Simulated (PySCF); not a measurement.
# ZrN₂: structure of the singlet

The task is one start of a wider search on ZrN₂: the singlet, from a side-on start. It is relaxed, tested by its Hessian and followed downhill if it is a saddle.

The runs use PySCF 2.14.0; PBE0, basis Zr def2-TZVP with ECP28, N def2-TZVP, scalar-relativistic core potentials, no spin–orbit coupling, density fitting.

## 1. Where the work starts

3 atoms, charge 0, spin multiplicity 1.

Bond lengths: Zr1–N2 2.295 Å, Zr1–N3 2.295 Å, N2–N3 1.200 Å. Angles: N2–Zr1–N3 30.3°, Zr1–N2–N3 74.8°, Zr1–N3–N2 74.8°.

Z-matrix (Å, degrees; charge 0 multiplicity 1):
```
Zr
N  1 2.2950
N  2 1.2000 1 74.84
```

## 2. Finding the electronic state

One driver script runs all steps and calls PySCF; scf.py shows how it sets up the SCF of each step. The optimiser is the driver's own. After this first run the driver tries any further starts and a stability analysis.

The input, scf.py:

```python
from pyscf import gto, scf, dft
mol = gto.M(atom='''
Zr     0.000000     0.000000     0.000000
N      0.600000     0.000000     2.215180
N     -0.600000     0.000000     2.215180''',
    basis={'Zr': 'def2-TZVP', 'N': 'def2-TZVP'},
    ecp={'Zr': 'def2-TZVP'},
    charge=0, spin=0)
mf = dft.RKS(mol, xc='PBE0')
mf.grids.atom_grid = (50, 194)
aux = {'Zr': 'def2-universal-JKFIT', 'N': 'def2-universal-JKFIT'}
mf = mf.density_fit(auxbasis=aux)
mf.conv_tol = 1e-08
mf.diis_space = 10
mf.max_cycle = 60
mf.init_guess = 'minao'
mf.verbose = 4
mf.kernel()
```

The run is started by

```
OMP_NUM_THREADS=2 python axn.py task.json out
```

Log:

```text
init E= -151.117998149236
  HOMO = -0.446155004032547  LUMO = -0.443219078315105  gap/eV = 0.07989
cycle= 1 E= -155.467790012408  delta_E= -4.35  |g|= 1.69  |ddm|= 4.57
  HOMO = -0.201772582312915  LUMO = 0.0156398993818474  gap/eV = 5.91609
cycle= 2 E= -152.720475616599  delta_E= 2.75  |g|= 3.08  |ddm|= 3.37
  HOMO = -0.0227628513559096  LUMO = -0.0165225971660276  gap/eV = 0.16981
cycle= 3 E= -155.578293763466  delta_E= -2.86  |g|= 1.34  |ddm|= 3.41
  HOMO = -0.168977462104541  LUMO = -0.15457185656212  gap/eV = 0.39200
cycle= 4 E= -156.234320038458  delta_E= -0.656  |g|= 0.398  |ddm|= 2.76
  HOMO = -0.141002141123165  LUMO = -0.123856327636549  gap/eV = 0.46656
cycle= 5 E= -156.276926489867  delta_E= -0.0426  |g|= 0.164  |ddm|= 0.403
  HOMO = -0.117457840596366  LUMO = -0.0989328793257549  gap/eV = 0.50409
cycle= 6 E= -156.285637263961  delta_E= -0.00871  |g|= 0.0349  |ddm|= 0.185
  HOMO = -0.117750367015905  LUMO = -0.0966340948690405  gap/eV = 0.57460
cycle= 7 E= -156.285850058349  delta_E= -0.000213  |g|= 0.0212  |ddm|= 0.0552
  HOMO = -0.119987962477337  LUMO = -0.0974189355860116  gap/eV = 0.61413
cycle= 8 E= -156.285992841396  delta_E= -0.000143  |g|= 0.0049  |ddm|= 0.0283
  HOMO = -0.120186005347778  LUMO = -0.0976798091987074  gap/eV = 0.61242
cycle= 9 E= -156.286001488763  delta_E= -8.65e-06  |g|= 0.000617  |ddm|= 0.00506
  HOMO = -0.120251909651694  LUMO = -0.0977456840917323  gap/eV = 0.61243
cycle= 10 E= -156.286002184612  delta_E= -6.96e-07  |g|= 0.000158  |ddm|= 0.00305
  HOMO = -0.120252771092225  LUMO = -0.0977458837382095  gap/eV = 0.61244
cycle= 11 E= -156.2860022551  delta_E= -7.05e-08  |g|= 0.000108  |ddm|= 0.0012
  HOMO = -0.12023982864406  LUMO = -0.0977408223435106  gap/eV = 0.61223
cycle= 12 E= -156.286002260194  delta_E= -5.09e-09  |g|= 1.81e-05  |ddm|= 0.000244
  HOMO = -0.120233045537548  LUMO = -0.0977366338207926  gap/eV = 0.61216
Extra cycle  E= -156.286002259592  delta_E= 6.01e-10  |g|= 4.74e-05  |ddm|= 5.79e-05
converged SCF energy = -156.286002259592
```

This step, with its further starts and checks, needed 6.3 s of wall time on 2 threads of Arm Neoverse V2, shared host.

Energies from each starting density:

| start | energy (Eh) |
| --- | --- |
| the minimal-basis guess | -156.286002 |
| a thermally smeared density | -156.332146 |
| a smeared PBE density | -156.332146 |

The first run landed in a state that is too high. Following the other starts and the instabilities gains 121.2 kJ/mol (-156.33215 Eh), and the work goes on from there.

## 3. Relaxing the singlet from the side-on start

The program finds C2v symmetry in the start, which this walk keeps. The walk stops when the largest gradient is under 0.0003 Eh/bohr and the energy has settled too.

scf.py: that of step 2 with these lines changed.

```diff
@@ -3,3 +3,3 @@
-Zr     0.000000     0.000000     0.000000
-N      0.600000     0.000000     2.215180
-N     -0.600000     0.000000     2.215180''',
+Zr     0.000000     0.000000    -0.526149
+N      0.600000     0.000000     1.689031
+N     -0.600000     0.000000     1.689031''',
@@ -16 +15,0 @@
-mf.init_guess = 'minao'
```

The optimiser's trace:

| step | energy (Eh) | change (kJ/mol) | largest symmetric gradient (Eh/bohr) |
| --- | --- | --- | --- |
| 0 | -156.332146 | 0.00 | 0.05992 |
| 1 | -156.338061 | -15.53 | 0.04760 |
| 2 | -156.342636 | -27.54 | 0.02385 |
| 3 | -156.344086 | -31.35 | 0.01543 |
| 4 | -156.344570 | -32.62 | 0.00296 |
| 5 | -156.344592 | -32.68 | 0.00029 |
| 6 | -156.344593 | -32.68 | 0.00001 |

The walk took 9.5 s.

Positions (Å) and forces (eV/Å) along the way:

```
step 0
Zr   0.000   0.000  -0.526   0.000   0.000   2.518
N    0.600   0.000   1.689  -3.081   0.000  -1.259
N   -0.600   0.000   1.689   3.081   0.000  -1.259
step 1
Zr   0.000   0.000  -0.482   0.000   0.000   1.423
N    0.572   0.000   1.667   2.448   0.000  -0.712
N   -0.572   0.000   1.667  -2.448   0.000  -0.712
step 3
Zr   0.000   0.000  -0.360   0.000   0.000  -0.794
N    0.596   0.000   1.606   0.516   0.000   0.397
N   -0.596   0.000   1.606  -0.516   0.000   0.397
step 6
Zr   0.000   0.000  -0.383   0.000   0.000   0.000
N    0.596   0.000   1.618   0.000   0.000   0.000
N   -0.596   0.000   1.618   0.000   0.000   0.000
```

After 6 steps and 32.7 kJ/mol it ends at C2v: N–N 1.193 Å, Zr–N 2.088 Å (×2); N–N–Zr 73.4° (×2), N–Zr–N 33.2°.

## 4. Hessian and properties

The point is checked on the finer grid, and tightened if its gradient asks for it. The Hessian and the dipole derivatives come from central differences of analytic gradients, with steps of 0.02 bohr.

scf.py: that of step 3 with these lines changed.

```diff
@@ -3,3 +3,3 @@
-Zr     0.000000     0.000000    -0.526149
-N      0.600000     0.000000     1.689031
-N     -0.600000     0.000000     1.689031''',
+Zr     0.000000     0.000000    -0.475294
+N      0.596444     0.000000     1.525778
+N     -0.596444     0.000000     1.525778''',
@@ -10 +10 @@
-mf.grids.atom_grid = (50, 194)
+mf.grids.atom_grid = (75, 302)
@@ -13 +13 @@
-mf.conv_tol = 1e-08
+mf.conv_tol = 1e-10
```

This SCF starts from the last density.

Log of the central SCF (cycles and frontier levels):

```text
init E= -156.344585504672
  HOMO = -0.181401165111158  LUMO = -0.112189670281063  gap/eV = 1.88334
cycle= 1 E= -156.344585504598  delta_E= 7.48e-11  |g|= 1.79e-05  |ddm|= 2.7e-05
  HOMO = -0.18139787369747  LUMO = -0.112186453217886  gap/eV = 1.88334
cycle= 2 E= -156.344585504128  delta_E= 4.7e-10  |g|= 4.43e-05  |ddm|= 6.24e-05
  HOMO = -0.181399995134203  LUMO = -0.112188342247469  gap/eV = 1.88335
cycle= 3 E= -156.344585504689  delta_E= -5.61e-10  |g|= 1.43e-06  |ddm|= 4.3e-05
  HOMO = -0.181400091472689  LUMO = -0.112188536238305  gap/eV = 1.88334
cycle= 4 E= -156.344585504689  delta_E= -2.27e-13  |g|= 1.17e-07  |ddm|= 1.97e-06
  HOMO = -0.181400068030666  LUMO = -0.112188510906984  gap/eV = 1.88334
Extra cycle  E= -156.344585504689  delta_E= 2.84e-13  |g|= 1.16e-07  |ddm|= 9.3e-07
converged SCF energy = -156.344585504689
```

The whole step took 18 s.

Geometry: C2v; N–N 1.193 Å, Zr–N 2.088 Å (×2); N–N–Zr 73.4° (×2), N–Zr–N 33.2°.

Modes, for the most abundant isotopes:

| symmetry | ω (cm⁻¹) | IR (km/mol) | μ (u) |
| --- | --- | --- | --- |
| a1 | 474 | 0.1 | 17.47 |
| b2 | 629 | 19.5 | 14.30 |
| a1 | 1736 | 200 | 14.04 |

Every mode is real; the point is a minimum.

Constants and moments:

- Dipole moment: 2.64 D
- Highest occupied level: -4.94 eV
- Lowest empty level: -3.05 eV
- Rotational constants: 1.692, 0.1971, 0.1766 cm⁻¹
- Zero-point energy: 17.0 kJ/mol
- Principal polarisabilities: 103.1, 118.9, 121.3 bohr³
- Atomisation energy without zero-point energy: 984 kJ/mol
- Principal traceless quadrupole moments about the centre of mass: -1.56, -1.33, 2.89 D Å
- Entropy at 298.15 K and 1 bar: 262.8 J/(mol K)
- Heat capacity Cp at 298.15 K: 42.9 J/(mol K)
- Enthalpy at 298.15 K above 0 K: 10.94 kJ/mol
- Rotational symmetry number: 2

Charges (e) and bond orders:

```tsv
atom	Mulliken	Löwdin	polar tensor	Mayer order to Zr1
Zr1	0.39	0.22	0.30	–
N2,3	-0.20	-0.11	-0.15	0.96
```

Outer orbital energies (eV). occupied: -35.67, -29.15, -16.02, -12.51, -12.22, -11.25, -5.92, -4.94; empty: -3.05, -2.59, -2.10, -1.73.

Mulliken populations on Zr1 (outside its core potential): s 3.43, p 6.17, d 1.97, f 0.03.

## 5. The broken-symmetry singlet

A stability analysis found the closed shell of the lowest minimum unstable towards spin polarisation, so the unrestricted solution is followed.

The program finds C2v symmetry in the start, which may break. Threshold on the gradient: 0.0003 Eh/bohr, with a further test on the energy change.

scf.py: that of step 4 with these lines changed.

```diff
@@ -9,2 +9,2 @@
-mf = dft.RKS(mol, xc='PBE0')
-mf.grids.atom_grid = (75, 302)
+mf = dft.UKS(mol, xc='PBE0')
+mf.grids.atom_grid = (50, 194)
@@ -13 +13 @@
-mf.conv_tol = 1e-10
+mf.conv_tol = 1e-08
```

Steps of the walk:

| step | energy (Eh) | change (kJ/mol) | largest gradient (Eh/bohr) |
| --- | --- | --- | --- |
| 0 | -156.359264 | 0.00 | 0.01361 |
| 1 | -156.359645 | -1.00 | 0.01008 |
| 2 | -156.359905 | -1.68 | 0.00409 |
| 3 | -156.359947 | -1.79 | 0.00049 |
| 4 | -156.359947 | -1.79 | 0.00010 |

The walk took 9.6 s.

Geometry (Å) and forces (eV/Å) at some steps:

```
step 0
Zr   0.000   0.000  -0.475   0.000   0.000   0.505
N    0.596   0.000   1.526   0.700   0.000  -0.253
N   -0.596   0.000   1.526  -0.700   0.000  -0.253
step 1
Zr   0.000   0.000  -0.467   0.000   0.000   0.518
N    0.604   0.000   1.522  -0.150   0.000  -0.259
N   -0.604   0.000   1.522   0.150   0.000  -0.259
step 2
Zr   0.000   0.000  -0.452   0.000   0.000   0.210
N    0.606   0.000   1.514  -0.174   0.000  -0.105
N   -0.606   0.000   1.514   0.174   0.000  -0.105
step 3
Zr   0.000   0.000  -0.445   0.000   0.000  -0.009
N    0.607   0.000   1.510  -0.025   0.000   0.005
N   -0.607   0.000   1.510   0.025   0.000   0.004
step 4
Zr   0.000   0.000  -0.445   0.000   0.000   0.001
N    0.607   0.000   1.511  -0.005   0.000   0.000
N   -0.607   0.000   1.511   0.005   0.000  -0.001
```

It settles in C2v symmetry, 1.8 kJ/mol below the start, after 4 steps: N–N 1.213 Å, Zr–N 2.048 Å (×2); N–N–Zr 72.8° (×2), N–Zr–N 34.5°.

## 6. Vibrations and properties at this point

The same treatment as at the point before.

scf.py: that of step 5 with these lines changed.

```diff
@@ -3,3 +3,3 @@
-Zr     0.000000     0.000000    -0.475294
-N      0.596444     0.000000     1.525778
-N     -0.596444     0.000000     1.525778''',
+Zr     0.000000    -0.000000    -0.464579
+N      0.606428    -0.000000     1.491423
+N     -0.606428     0.000000     1.491423''',
@@ -10 +10 @@
-mf.grids.atom_grid = (50, 194)
+mf.grids.atom_grid = (75, 302)
@@ -13 +13 @@
-mf.conv_tol = 1e-08
+mf.conv_tol = 1e-10
```

SCF at the final geometry:

```text
init E= -156.359941166208
[... the frontier-level lines of each cycle are left out ...]
cycle= 1 E= -156.359941166157  delta_E= 5.09e-11  |g|= 1.09e-05  |ddm|= 1.27e-05
cycle= 2 E= -156.359941165777  delta_E= 3.79e-10  |g|= 2.87e-05  |ddm|= 3.14e-05
cycle= 3 E= -156.359941166219  delta_E= -4.42e-10  |g|= 1.48e-06  |ddm|= 2.38e-05
cycle= 4 E= -156.35994116622  delta_E= -9.66e-13  |g|= 4.73e-07  |ddm|= 1.53e-06
Extra cycle  E= -156.359941166219  delta_E= 8.24e-13  |g|= 1.08e-06  |ddm|= 1.15e-06
converged SCF energy = -156.359941166219  <S^2> = 0.95221237  2S+1 = 2.1929089
```

The whole step needed 38 s of wall time on 2 threads of Arm Neoverse V2, shared host.

Geometry: C2v; N–N 1.213 Å, Zr–N 2.048 Å (×2); N–N–Zr 72.8° (×2), N–Zr–N 34.5°.

Modes, for the most abundant isotopes:

```csv
ω (cm⁻¹),IR (km/mol),μ (u)
448,24.9,17.42
580,17.9,14.32
1619,414,14.07
```

All wavenumbers are real: a minimum.

Here the density breaks the symmetry of the frame, and no labels are given.

Properties at this point:

| Quantity | Value |
| --- | --- |
| Dipole moment | 4.24 D |
| Highest occupied level | -5.01 eV |
| Lowest empty level | -2.30 eV |
| Rotational constants | 1.637, 0.2063, 0.1832 cm⁻¹ |
| Zero-point energy | 15.8 kJ/mol |
| Principal polarisabilities | 97.8, 108.8, 118.0 bohr³ |
| Atomisation energy without zero-point energy | 1025 kJ/mol |
| Principal traceless quadrupole moments about the centre of mass | -1.75, 0.52, 1.23 D Å |
| Entropy at 298.15 K and 1 bar | 263.3 J/(mol K) |
| Heat capacity Cp at 298.15 K | 43.7 J/(mol K) |
| Enthalpy at 298.15 K above 0 K | 11.07 kJ/mol |
| Rotational symmetry number | 2 |
| Spin squared ⟨S²⟩ | 0.952 |

Populations by atom (charges in e):

| atom | Mulliken | Löwdin | polar tensor | spin (Mulliken) | Mayer order to Zr1 |
| --- | --- | --- | --- | --- | --- |
| Zr1 | 0.47 | 0.27 | 0.26 | 0.00 | – |
| N2,3 | -0.24 | -0.14 | -0.13 | 0.00 | 1.07 |

Mulliken populations on Zr1 (outside its core potential): s 2.96, p 6.15, d 2.38, f 0.03.

## 7. The points found, side by side

| spin | group | bonds | imaginary modes (cm⁻¹) | ΔE (kJ/mol) | with zero-point energy |
| --- | --- | --- | --- | --- | --- |
| broken-symmetry (Ms = 0) | C2v (density of lower symmetry) | N–N 1.213 Å, Zr–N 2.048 Å (×2) | none | 0.0 | 0.0 |
| singlet | C2v | N–N 1.193 Å, Zr–N 2.088 Å (×2) | none | 40.3 | 41.5 |

## 8. Summary of results

| quantity | value |
| --- | --- |
| minimum | broken-symmetry (Ms = 0), C2v |
| geometry | N–N 1.213 Å, Zr–N 2.048 Å (×2); N–N–Zr 72.8° (×2), N–Zr–N 34.5° |
| wavenumbers (cm⁻¹) | 448, 580, 1619 |
| dipole moment | 4.24 D |
| highest occupied, lowest empty level (either spin) | -5.01, -2.30 eV |
| polar-tensor charge of Zr1 | +0.26 e |
| zero-point energy | 15.8 kJ/mol |
| entropy at 298.15 K | 263.3 J/(mol K) |
| atomisation energy (no zero-point energy) | 1025 kJ/mol |
| ⟨S²⟩ | 0.952 |

**Reading.** The molecule stays C2v, as typed, and the end point is a minimum. The determinant is spin-contaminated (⟨S²⟩ = 0.95 against 0.00), so it is no pure spin state. The strongest infrared band lies at 1619 cm⁻¹. The first SCF alone would have been 121 kJ/mol too high. Other starts or spin states, not run here, may lie lower. The SCF density has lower symmetry than the nuclear frame.

The search up to here took 86 s.
